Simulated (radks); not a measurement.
# Nuclear size and the levels of Cd

Aim: how the total energy, the levels and the density at the nucleus of Cd respond when the nuclear radius is scaled.

Program: radks (a radial shooting solver on a logarithmic mesh, Libxc functionals) version 1. Level of theory: Dirac Kohn-Sham, exchange-only LDA, spin-unpolarised, spherical densities, finite nucleus. These are calculated values, not measurements, unless marked.

## (1) The atom as given

* element: cadmium (Z = 48)
* charge: 0
* electrons: 48
* configuration: [Kr] 4d10 5s2
* nuclear rms radius: 4.6087 fm

Outer shells as boxes (Hund's rule):

Cd
```
[Kr] core
4d [↑↓][↑↓][↑↓][↑↓][↑↓]
5s [↑↓]
```

## (2) rms radius 4.6087 fm

Input:

```text
Z 48
configuration [Kr] 4d10 5s2 5p0 6s0
relativity Dirac
functional lda,
spin unpolarised
j_filling average
nucleus finite rms 4.6087 fm
c 137.035999084
```

## (3) rms radius 3.9773 fm

Input: that of step 2 with these lines changed.

```diff
@@ -6,3 +6,3 @@
 j_filling average
-nucleus finite rms 4.6087 fm
+nucleus finite rms 3.9773 fm
 c 137.035999084
```

## (4) rms radius 4.3276 fm

Input: that of step 3 with these lines changed.

```diff
@@ -6,3 +6,3 @@
 j_filling average
-nucleus finite rms 3.9773 fm
+nucleus finite rms 4.3276 fm
 c 137.035999084
```

## (5) rms radius 4.7608 fm

Input: that of step 4 with these lines changed.

```diff
@@ -6,3 +6,3 @@
 j_filling average
-nucleus finite rms 4.3276 fm
+nucleus finite rms 4.7608 fm
 c 137.035999084
```

## (6) rms radius 5.3784 fm

Input: that of step 5 with these lines changed.

```diff
@@ -6,3 +6,3 @@
 j_filling average
-nucleus finite rms 4.7608 fm
+nucleus finite rms 5.3784 fm
 c 137.035999084
```

What does the calculation give? Wanted: for each run, rms radius; total energy shift; density at nucleus; 1s1/2 shift; 2s1/2 shift; 4s1/2 shift; 4p1/2 shift; 5s1/2 shift.

As calculated:

| rms radius (fm) | total energy shift (eV) | density at nucleus (e/bohr³) | 1s1/2 shift (meV) | 2s1/2 shift (meV) | 4s1/2 shift (meV) | 4p1/2 shift (meV) | 5s1/2 shift (meV) |
| --- | --- | --- | --- | --- | --- | --- | --- |
| 3.9773 | -0.826 | 1.622e+05 | -347 | -39.1 | -1.37 | 0.134 | -0.0602 |
| 4.3276 | -0.381 | 1.603e+05 | -160 | -18.0 | -0.633 | 0.0618 | -0.0277 |
| 4.6087 | 0 | 1.588e+05 | 0 | 0 | 0 | 0 | 0 |
| 4.7608 | 0.215 | 1.581e+05 | 90.3 | 10.2 | 0.357 | -0.0348 | 0.0156 |
| 5.3784 | 1.15 | 1.554e+05 | 483 | 54.3 | 1.91 | -0.186 | 0.0836 |

Shifts are against the first run. Over the range the 1s1/2 level moves by 0.830 eV and the 5s1/2 level by 0.144 meV. A larger nucleus binds the 1s electrons less and lowers the density at its centre. These are shifts of eigenvalues, not the field shifts of spectral lines.
